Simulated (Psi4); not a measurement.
**SnH2F2 (SMILES [F][SnH2][F]) at 6 levels**

Aim: a comparison of 6 runs (BHLYP/def2-SVP, M06-L/def2-SVP, PBE/def2-SVP, SVWN5/def2-SVP, r2SCAN/def2-SVP, revPBE/def2-SVP) of SnH2F2. 

The calculation is run with Psi4 1.11.

**1. The molecule**

SnH2F2: 5 atoms, total charge 0, spin state singlet. As SMILES, `[F][SnH2][F]`. The Sn2–F3 distance was set to 2.481 Å, away from the relaxed value.

Bond lengths: F1–Sn2 1.909 Å, Sn2–H4 1.692 Å, Sn2–H5 1.692 Å. Angles: F1–Sn2–H4 107.1°, F1–Sn2–H5 107.1°, H4–Sn2–H5 123.6°.

**2. A single-point energy at BHLYP/def2-SVP (core potential) (run 1)**

File f2h2sn.py:

```python
import psi4

psi4.set_memory(2200000000)
psi4.set_num_threads(1)
psi4.core.set_output_file('psi4.out', False)

mol = psi4.geometry("""
0 1
F      0.064548    -0.711486     1.929268
Sn     0.536948    -0.428386     0.101668
F     -1.231200     1.110700    -0.712400
H      0.320648    -1.902286    -0.701232
H      1.991248     0.436914     0.092868
symmetry c1
""")

options = {'basis': 'def2-SVP', 'puream': True, 'e_convergence': 1e-09, 'd_convergence': 1e-08, 'scf_type': 'pk', 'dft_radial_points': 99, 'dft_spherical_points': 590}
psi4.set_options(options)

E = psi4.energy('bhhlyp', molecule=mol)
print(f'bhhlyp energy: {E:.10f} Eh')
```

Launch:

```console
$ python f2h2sn.py
```

psi4.out:

```text
[...]
    !!!  WARNING: ECP capability is in beta. Please check occupations closely.  !!!
[...]
  Running in c1 symmetry.
[...]
  Nuclear repulsion =  129.533259418077279
[...]
  Multiplicity = 1
[...]
  Nalpha       = 21
  Nbeta        = 21
[...]
    Number of basis functions: 64
[...]
   @RKS iter   1:  -414.67167168988044   -1.96420e+00   1.00686e-02 DIIS/ADIIS
[...]
   @RKS iter  12:  -414.83573694883563   -7.21911e-12   4.59905e-09 DIIS
[...]
    Orbital Energies [Eh]
    ---------------------
    Doubly Occupied:
       1A    -25.282729     2A    -25.189573     3A     -5.485926
       4A     -3.771892     5A     -3.770066     6A     -3.766633
       7A     -1.310000     8A     -1.234328     9A     -1.232438
      10A     -1.230280    11A     -1.228743    12A     -1.202579
      13A     -1.144426    14A     -0.631865    15A     -0.509193
      16A     -0.502124    17A     -0.494282    18A     -0.441605
      19A     -0.387472    20A     -0.383469    21A     -0.382663
[...]
  @RKS Final Energy:  -414.83573694883563
   => Energetics <=
    Nuclear Repulsion Energy =            129.5332594180772787
    One-Electron Energy =                -914.8532854597967798
    Two-Electron Energy =                 391.1225172226390896
    DFT Exchange-Correlation Energy =     -20.6382281297551806
    Empirical Dispersion Energy =           0.0000000000000000
    VV10 Nonlocal Energy =                  0.0000000000000000
    Total Energy =                       -414.8357369488356312
[...]
 Multipole Moments:
 ------------------------------------------------------------------------------------
     Multipole            Electronic (a.u.)      Nuclear  (a.u.)        Total (a.u.)
 ------------------------------------------------------------------------------------
 L = 1.  Multiply by 2.5417464519 to convert [e a0] to [Debye]
 Dipole X            :         17.0526138          -15.2592883            1.7933255
 Dipole Y            :         -9.8122176            8.6725599           -1.1396576
 Dipole Z            :         -6.9682973            6.5529611           -0.4153363
 Magnitude           :                                                    2.1650266
[...]
```

Standard output:

```text
bhhlyp energy: -414.8357369488 Eh
```

Wall time 14 s (1 thread of Intel Xeon at 2.50GHz (Skylake/Cascade Lake), shared host); peak memory 0.64 GiB.

**3. Energy and forces at M06-L/def2-SVP (core potential) (run 2)**

File f2h2sn.xyz:

```xyz
5
F2H2Sn
F      0.064548    -0.711486     1.929268
Sn     0.536948    -0.428386     0.101668
F     -1.231200     1.110700    -0.712400
H      0.320648    -1.902286    -0.701232
H      1.991248     0.436914     0.092868
```

File job.py:

```python
import psi4

psi4.set_memory('2200 MB')
psi4.set_num_threads(1)
psi4.core.set_output_file('output.dat', False)

with open('f2h2sn.xyz') as f:
    atoms = ''.join(f.readlines()[2:])
m = psi4.geometry('0 1\n' + atoms + 'symmetry c1')

psi4.set_options({
    'basis': 'def2-SVP',
    'puream': True,
    'e_convergence': 1e-09,
    'd_convergence': 1e-08,
    'scf_type': 'pk',
    'dft_radial_points': 99,
    'dft_spherical_points': 590,
})

e = psi4.gradient("m06-l", molecule=m)
print('gradient / Eh bohr^-1')
print(e.np.round(6))
for k, v in sorted(psi4.core.scalar_variables().items()):
    print(f'{k:45s} {v:18.10f}')
```

Launch:

```console
$ python job.py
```

output.dat:

```text
[...]
    !!!  WARNING: ECP capability is in beta. Please check occupations closely.  !!!
[...]
  Running in c1 symmetry.
[...]
  Nuclear repulsion =  129.533259418077279
[...]
  Multiplicity = 1
[...]
  Nalpha       = 21
  Nbeta        = 21
[...]
    Number of basis functions: 64
[...]
   @RKS iter   1:  -414.97205916361798   -1.59414e+00   1.04517e-02 DIIS/ADIIS
[...]
   @RKS iter  13:  -415.13737913377480   -6.25278e-13   4.49753e-09 DIIS
[...]
    Orbital Energies [Eh]
    ---------------------
    Doubly Occupied:
       1A    -24.477687     2A    -24.395430     3A     -5.093004
       4A     -3.449161     5A     -3.445883     6A     -3.440818
       7A     -1.128632     8A     -1.048573     9A     -1.045695
      10A     -1.045361    11A     -1.043914    12A     -1.022522
      13A     -0.980248    14A     -0.514681    15A     -0.386506
      16A     -0.385236    17A     -0.361357    18A     -0.337705
      19A     -0.289630    20A     -0.252395    21A     -0.251998
[...]
  @RKS Final Energy:  -415.13737913377480
   => Energetics <=
    Nuclear Repulsion Energy =            129.5332594180772787
    One-Electron Energy =                -914.8822740550217532
    Two-Electron Energy =                 410.1012250460638597
    DFT Exchange-Correlation Energy =     -39.8895895428941429
    Empirical Dispersion Energy =           0.0000000000000000
    VV10 Nonlocal Energy =                  0.0000000000000000
    Total Energy =                       -415.1373791337748003
[...]
 Multipole Moments:
 ------------------------------------------------------------------------------------
     Multipole            Electronic (a.u.)      Nuclear  (a.u.)        Total (a.u.)
 ------------------------------------------------------------------------------------
 L = 1.  Multiply by 2.5417464519 to convert [e a0] to [Debye]
 Dipole X            :         16.8913733          -15.2592883            1.6320851
 Dipole Y            :         -9.7106618            8.6725599           -1.0381019
 Dipole Z            :         -6.9282638            6.5529611           -0.3753027
 Magnitude           :                                                    1.9703323
[...]
  -Total Gradient:
     Atom            X                  Y                   Z
    ------   -----------------  -----------------  -----------------
       1        0.003825038442     0.001874821553    -0.013572372915
       2        0.049033948761    -0.046444236468     0.033667396689
       3       -0.053054406773     0.045839113452    -0.023420313656
       4        0.002271692862     0.002420266540     0.002889983624
       5       -0.002143212724    -0.003762620291     0.000790193112
[...]
```

On the terminal:

```text
gradient / Eh bohr^-1
[[ 0.003825  0.001875 -0.013572]
 [ 0.049034 -0.046444  0.033667]
 [-0.053054  0.045839 -0.02342 ]
 [ 0.002272  0.00242   0.00289 ]
 [-0.002143 -0.003763  0.00079 ]]
CURRENT ENERGY                                   -415.1373791338
CURRENT REFERENCE ENERGY                         -415.1373791338
DD SOLVATION ENERGY                                 0.0000000000
DFT FUNCTIONAL TOTAL ENERGY                      -415.1373791338
DFT TOTAL ENERGY                                 -415.1373791338
DFT VV10 ENERGY                                     0.0000000000
DFT XC ENERGY                                     -39.8895895429
GRID ELECTRONS ALPHA                               20.9999980570
GRID ELECTRONS BETA                                20.9999980570
GRID ELECTRONS TOTAL                               41.9999961140
NUCLEAR REPULSION ENERGY                          129.5332594181
ONE-ELECTRON ENERGY                              -914.8822740550
PCM POLARIZATION ENERGY                             0.0000000000
PE ENERGY                                           0.0000000000
SCF ITERATION ENERGY                             -415.1373791338
SCF ITERATIONS                                     13.0000000000
SCF TOTAL ENERGY                                 -415.1373791338
TWO-ELECTRON ENERGY                               410.1012250461
XC GRID RADIAL POINTS                              99.0000000000
XC GRID SPHERICAL POINTS                          590.0000000000
XC GRID TOTAL POINTS                           280015.0000000000
```

It took 32 s on 1 thread of Intel Xeon at 2.50GHz (Skylake/Cascade Lake), shared host; peak memory 1.2 GiB.

**4. Energy and gradient at PBE/def2-SVP (core potential) (run 3)**

File run.py:

```python
import psi4

psi4.set_memory(2200000000)
psi4.set_num_threads(1)
psi4.core.set_output_file('run.log', False)

geom = psi4.geometry("""
F      0.064548    -0.711486     1.929268
Sn     0.536948    -0.428386     0.101668
F     -1.231200     1.110700    -0.712400
H      0.320648    -1.902286    -0.701232
H      1.991248     0.436914     0.092868
symmetry c1
""")

options = {'basis': 'def2-SVP', 'reference': 'rks', 'puream': True, 'e_convergence': 1e-09, 'd_convergence': 1e-08, 'scf_type': 'pk', 'dft_radial_points': 99, 'dft_spherical_points': 590}
psi4.set_options(options)

energy_value = psi4.gradient("pbe")
print('gradient / Eh bohr^-1')
print(energy_value.np.round(6))
for k, v in sorted(psi4.core.scalar_variables().items()):
    print(f'{k:45s} {v:18.10f}')
```

Launch:

```console
$ python run.py
```

run.log:

```text
[...]
    !!!  WARNING: ECP capability is in beta. Please check occupations closely.  !!!
[...]
  Running in c1 symmetry.
[...]
  Nuclear repulsion =  129.533259418077279
[...]
  Multiplicity = 1
[...]
  Nalpha       = 21
  Nbeta        = 21
[...]
    Number of basis functions: 64
[...]
   @RKS iter   1:  -414.64548884969849   -1.48622e+00   1.00906e-02 DIIS/ADIIS
[...]
   @RKS iter  13:  -414.80149399444468   -1.39266e-11   2.81411e-09 DIIS
[...]
    Orbital Energies [Eh]
    ---------------------
    Doubly Occupied:
       1A    -24.242749     2A    -24.163280     3A     -4.964335
       4A     -3.347478     5A     -3.345497     6A     -3.341898
       7A     -1.062058     8A     -1.008923     9A     -1.007963
      10A     -1.006251    11A     -1.004975    12A     -0.969268
      13A     -0.904810    14A     -0.505391    15A     -0.372558
      16A     -0.370898    17A     -0.343893    18A     -0.319847
      19A     -0.282613    20A     -0.237425    21A     -0.236651
[...]
  @RKS Final Energy:  -414.80149399444468
   => Energetics <=
    Nuclear Repulsion Energy =            129.5332594180772787
    One-Electron Energy =                -914.7339567304626371
    Two-Electron Energy =                 409.8746544782855494
    DFT Exchange-Correlation Energy =     -39.4754511603448535
    Empirical Dispersion Energy =           0.0000000000000000
    VV10 Nonlocal Energy =                  0.0000000000000000
    Total Energy =                       -414.8014939944446837
[...]
 Multipole Moments:
 ------------------------------------------------------------------------------------
     Multipole            Electronic (a.u.)      Nuclear  (a.u.)        Total (a.u.)
 ------------------------------------------------------------------------------------
 L = 1.  Multiply by 2.5417464519 to convert [e a0] to [Debye]
 Dipole X            :         16.7589100          -15.2592883            1.4996217
 Dipole Y            :         -9.6280654            8.6725599           -0.9555055
 Dipole Z            :         -6.8929275            6.5529611           -0.3399664
 Magnitude           :                                                    1.8103682
[...]
  -Total Gradient:
     Atom            X                  Y                   Z
    ------   -----------------  -----------------  -----------------
       1        0.004778303861     0.002746437151    -0.018144826684
       2        0.048031171290    -0.046399453682     0.035644166770
       3       -0.050351960178     0.043531021367    -0.022306376106
       4        0.002552564183     0.005454094593     0.004182710104
       5       -0.005090506026    -0.005248922630     0.000548484782
[...]
```

On the terminal:

```text
gradient / Eh bohr^-1
[[ 0.004778  0.002746 -0.018145]
 [ 0.048031 -0.046399  0.035644]
 [-0.050352  0.043531 -0.022306]
 [ 0.002553  0.005454  0.004183]
 [-0.005091 -0.005249  0.000548]]
CURRENT ENERGY                                   -414.8014939944
CURRENT REFERENCE ENERGY                         -414.8014939944
DD SOLVATION ENERGY                                 0.0000000000
DFT FUNCTIONAL TOTAL ENERGY                      -414.8014939944
DFT TOTAL ENERGY                                 -414.8014939944
DFT VV10 ENERGY                                     0.0000000000
DFT XC ENERGY                                     -39.4754511603
GRID ELECTRONS ALPHA                               20.9999979996
GRID ELECTRONS BETA                                20.9999979996
GRID ELECTRONS TOTAL                               41.9999959993
NUCLEAR REPULSION ENERGY                          129.5332594181
ONE-ELECTRON ENERGY                              -914.7339567305
PCM POLARIZATION ENERGY                             0.0000000000
PE ENERGY                                           0.0000000000
SCF ITERATION ENERGY                             -414.8014939944
SCF ITERATIONS                                     13.0000000000
SCF TOTAL ENERGY                                 -414.8014939944
TWO-ELECTRON ENERGY                               409.8746544783
XC GRID RADIAL POINTS                              99.0000000000
XC GRID SPHERICAL POINTS                          590.0000000000
XC GRID TOTAL POINTS                           280015.0000000000
```

It took 26 s on 1 thread of Intel Xeon at 2.50GHz (Skylake/Cascade Lake), shared host; peak memory 0.64 GiB.

Runs 4 to 5 aren't shown in full; the table further down has their settings and results.

**5. The energy at revPBE/def2-SVP (core potential) (run 6)**

f2h2sn.xyz is that of step 3.

File run_ase.py:

```python
import numpy as np
from ase.calculators.psi4 import Psi4
from ase.io import read

atoms = read('f2h2sn.xyz')
calc = Psi4(atoms=atoms, method='revpbe', basis='def2-SVP', memory='2200MB', num_threads=1, charge=0, multiplicity=1, label='psi4-calc', reference='rks')
calc.psi4.set_options({'puream': True, 'e_convergence': 1e-09, 'd_convergence': 1e-08, 'scf_type': 'pk', 'dft_radial_points': 99, 'dft_spherical_points': 590})
atoms.calc = calc

print(f'energy: {atoms.get_potential_energy():.6f} eV')
```

Launch:

```console
$ python run_ase.py
```

psi4-calc.dat:

```text
[...]
    !!!  WARNING: ECP capability is in beta. Please check occupations closely.  !!!
[...]
  Running in c1 symmetry.
[...]
  Nuclear repulsion =  129.533259418077279
[...]
  Multiplicity = 1
[...]
  Nalpha       = 21
  Nbeta        = 21
[...]
    Number of basis functions: 64
[...]
   @RKS iter   1:  -414.82091611063396   -1.49396e+00   1.01123e-02 DIIS/ADIIS
[...]
   @RKS iter  13:  -414.97732986283859   -1.40972e-11   2.40187e-09 DIIS
[...]
    Orbital Energies [Eh]
    ---------------------
    Doubly Occupied:
       1A    -24.253435     2A    -24.173801     3A     -4.966509
       4A     -3.349500     5A     -3.347383     6A     -3.343645
       7A     -1.062597     8A     -1.009460     9A     -1.008307
      10A     -1.006717    11A     -1.005433    12A     -0.970145
      13A     -0.905780    14A     -0.502762    15A     -0.370370
      16A     -0.369318    17A     -0.341497    18A     -0.318396
      19A     -0.279915    20A     -0.235075    21A     -0.234370
[...]
  @RKS Final Energy:  -414.97732986283859
   => Energetics <=
    Nuclear Repulsion Energy =            129.5332594180772787
    One-Electron Energy =                -914.7471994474229859
    Two-Electron Energy =                 409.8998230601222303
    DFT Exchange-Correlation Energy =     -39.6632128936150608
    Empirical Dispersion Energy =           0.0000000000000000
    VV10 Nonlocal Energy =                  0.0000000000000000
    Total Energy =                       -414.9773298628385874
[...]
 Multipole Moments:
 ------------------------------------------------------------------------------------
     Multipole            Electronic (a.u.)      Nuclear  (a.u.)        Total (a.u.)
 ------------------------------------------------------------------------------------
 L = 1.  Multiply by 2.5417464519 to convert [e a0] to [Debye]
 Dipole X            :         16.7559432          -15.2592883            1.4966549
 Dipole Y            :         -9.6273558            8.6725599           -0.9547959
 Dipole Z            :         -6.8887746            6.5529611           -0.3358136
 Magnitude           :                                                    1.8067601
[...]
```

Standard output:

```text
energy: -11292.108314 eV
```

It took 18 s on 1 thread of Intel Xeon at 2.50GHz (Skylake/Cascade Lake), shared host; peak memory 0.66 GiB.

**6. The series**

```
run                             level      task  energy (Eh)  dipole moment (D)  HOMO energy (eV)  LUMO energy (eV)  wall time
  1   BHLYP/def2-SVP (core potential)    energy  -414.835737               5.50            -10.41             -1.83       14 s
  2   M06-L/def2-SVP (core potential)  gradient  -415.137379               5.01             -6.86             -3.20       32 s
  3     PBE/def2-SVP (core potential)  gradient  -414.801494               4.60             -6.44             -3.50       26 s
  4   SVWN5/def2-SVP (core potential)  gradient  -413.369743               4.70             -6.61             -3.76       18 s
  5  r2SCAN/def2-SVP (core potential)    energy  -414.987111               4.93             -6.91             -3.38       32 s
  6  revPBE/def2-SVP (core potential)    energy  -414.977330               4.59             -6.38             -3.41       18 s
```

**7. What came out**

```
            quantity          value
 run 6: total energy  -414.97733 Eh
run 6: dipole moment         4.59 D
  run 6: HOMO energy       -6.38 eV
  run 6: LUMO energy       -3.41 eV
run 6: HOMO–LUMO gap        2.97 eV
```

In words: The dipole moment (its size) runs from 4.59 D (revPBE/def2-SVP) to 5.50 D (BHLYP/def2-SVP). The HOMO–LUMO gap runs from 2.86 eV (SVWN5/def2-SVP) to 8.59 eV (BHLYP/def2-SVP). Totals of different functionals can't be ranked against each other. All runs together took 2.3 min, the longest 32 s.
